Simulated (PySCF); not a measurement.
# BF2H3Si: the cost of one run

Programs: PySCF 2.14.0, with density-fitted response routines of our own. Each step states its level of theory. These are calculated values for one molecule in the gas phase, unless marked as measured. Atoms are numbered from 0 throughout.

## Step 1: The molecule as given

7 atoms, charge 0, multiplicity 1; geometry from: GFN2-xTB. The atoms were then displaced at random by about 0.01 Å, so the start is not that level's minimum.

Bonds of the start (Å): F0–B1 1.35, B1–F2 1.31, B1–Si3 1.95, Si3–H4 1.48, Si3–H5 1.48, Si3–H6 1.48.

## Step 2: Optimising the geometry at PBE0-D3(BJ)/def2-SVP

Job settings and geometry (Å):

```
{"job": {"xc": "PBE0", "basis": "def2-SVP", "d3": "d3bj", "grid": 1, "shake": 0.01, "kind": "geom"}, "charge": 0, "multiplicity": 1}
F      1.813320    -1.269870     0.131780
B      1.146860    -0.100260    -0.002030
F      1.969520     0.916860    -0.128170
Si    -0.790310     0.079330    -0.011820
H     -1.418690    -0.431180     1.226350
H     -1.264170     1.471450    -0.167700
H     -1.422580    -0.695420    -1.098330
```

Run with:

```sh
$ OMP_NUM_THREADS=1 python probes_run.py task.json out
```

This one command runs all jobs of the session in turn.

Q: Estimate the wall time and peak memory of this first job on 1 thread of Arm Neoverse V2, shared host.

About 8.7 s, with a peak of 0.32 GiB.
